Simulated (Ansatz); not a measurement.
# Si2Ni: the cost of one run

Program: Ansatz 0.2.0. Level of theory: DFT PBEsol, scalar-relativistic, plane waves, PAW. These are calculated values, not measurements.

1 further run of the same task is left out (set aside as unsound or not needed).

### Step 1. The system as given

It takes space group Fm-3m (No. 225, cubic). Conventional cell: a = 5.391 Å, b = 5.391 Å, c = 5.391 Å, α = 90.00°, β = 90.00°, γ = 90.00°. Si (site symmetry -43m) is surrounded by 4 Ni at 2.33 Å. Ni (site symmetry m-3m) is surrounded by 8 Si at 2.33 Å.

Coordinates:

```
Si Ni
1.0
     0.00000    2.69567    2.69567
     2.69567    0.00000    2.69567
     2.69567    2.69567    0.00000
Si Ni
2 1
Direct
  0.25000 0.25000 0.25000
  0.75000 0.75000 0.75000
  0.00000 0.00000 0.00000
```

It is the result of an earlier relaxation at this level (volume 13.06 Å³/atom; gap on the mesh: none (metal)).

### Step 2. Electronic structure at the relaxed geometry

The input, input.yaml:

```yaml
crystal:
  lattice:
    - [0.0, 2.6956709847, 2.6956709847]
    - [2.6956709847, 0.0, 2.6956709847]
    - [2.6956709847, 2.6956709847, 0.0]
  atoms:
    - { symbol: Si, position: [0.25, 0.25, 0.25] }
    - { symbol: Si, position: [0.75, 0.75, 0.75] }
    - { symbol: Ni, position: [0.0, 0.0, 0.0] }
basis:
  ecutwfc: 420
kpoints:
  mp_grid: { grid: [14, 14, 14] }
  band_path:
    path:
      - [[0.0, 0.0, 0.0], [0.5, 0.0, 0.5], [0.625, 0.25, 0.625]]
      - [[0.375, 0.375, 0.75], [0.0, 0.0, 0.0], [0.5, 0.5, 0.5], [0.5, 0.25, 0.75], [0.5, 0.0, 0.5]]
    npoints: 14
hamiltonian:
  xc: pbesol
scf:
  occupations: { method: gaussian, width: 0.1 }
  n_extra_bands: 7
output:
  forces: true
  stress: true
  eigenvalues: true
  populations: true
  dos: { projected: true, de: 0.02, nscf_kmesh: { grid: [21, 21, 21] } }
  bader: true
  write_density: true
  write_potential: true
  elf: true
  volumetric_format: npy
```

On the command line:

```bash
$ ansatz run input.yaml --threads 1 --pin off --max-ram 2560MiB --backend cpu --events-out ev --progress --plain --runs-dir out
```

**Question.** How long does this run take on 1 thread of Arm Neoverse V1, shared host, and how much memory does it need?

About 42 s, with a peak of 0.38 GiB.
